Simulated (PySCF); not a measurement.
# HO2Yb (Yb(O)(OH)-): the cost of one run

Method: PBE0, Yb def2-SVP with ECP28, O def2-SVP, H def2-SVP; scalar-relativistic core potentials, no spin–orbit coupling; program: PySCF 2.14.0.

1 further run of the same task is left out (for a known fault of the program).

## Step 1: The starting structure

4 atoms, charge -1, spin multiplicity 1.

Bond lengths: Yb1–O2 1.900 Å, Yb1–O3 2.126 Å, Yb1–H4 2.637 Å, O3–H4 0.963 Å. Angles: O2–Yb1–O3 108.8°, O2–Yb1–H4 88.9°, O3–Yb1–H4 19.8°, Yb1–O3–H4 111.6°, Yb1–H4–O3 48.5°.

Geometry (Å):

```xyz
4
charge -1, multiplicity 1
Yb   -0.0902   -0.0505   -0.4420
O     1.1042    0.0443    1.0330
O    -2.0852    0.0133    0.2888
H    -2.1098    0.0817    1.2488
```

Formal oxidation states: Yb +2. An earlier session relaxed this geometry at PBE0, Yb def2-SVP with ECP28, O def2-SVP, H def2-SVP (singlet, point group Cs).

Its energy there is -1309.963371 Eh.

## Step 2: One electron removed, multiplicity 2

Input file run.py (the lines that set the calculation):

```python
mol = gto.M(atom='''
Yb    -0.09019    -0.05047    -0.44205
O      1.10423     0.04434     1.03297
O     -2.08521     0.01328     0.28877
H     -2.10977     0.08169     1.24880''',
    basis={'Yb': 'def2-SVP', 'O': 'def2-SVP', 'H': 'def2-SVP'},
    ecp={'Yb': 'def2-SVP'},
    charge=0, spin=1)
mf = dft.UKS(mol, xc='PBE0')
mf.grids.atom_grid = (50, 194)  # f atoms: unpruned, at least (60, 302)
mf = mf.density_fit()  # fitting sets: Yb def2-universal-JKFIT, O def2-universal-JKFIT, H def2-universal-JKFIT
mf.conv_tol = 1e-08; mf.max_cycle = 55
mf.kernel(dm0)  # dm0: the density of the relaxed state
```

On the command line:

```sh
OMP_NUM_THREADS=2 python run.py
```

**Question.** How long does this run take on 2 threads of Arm Neoverse V1, shared host?

About 6.8 s.
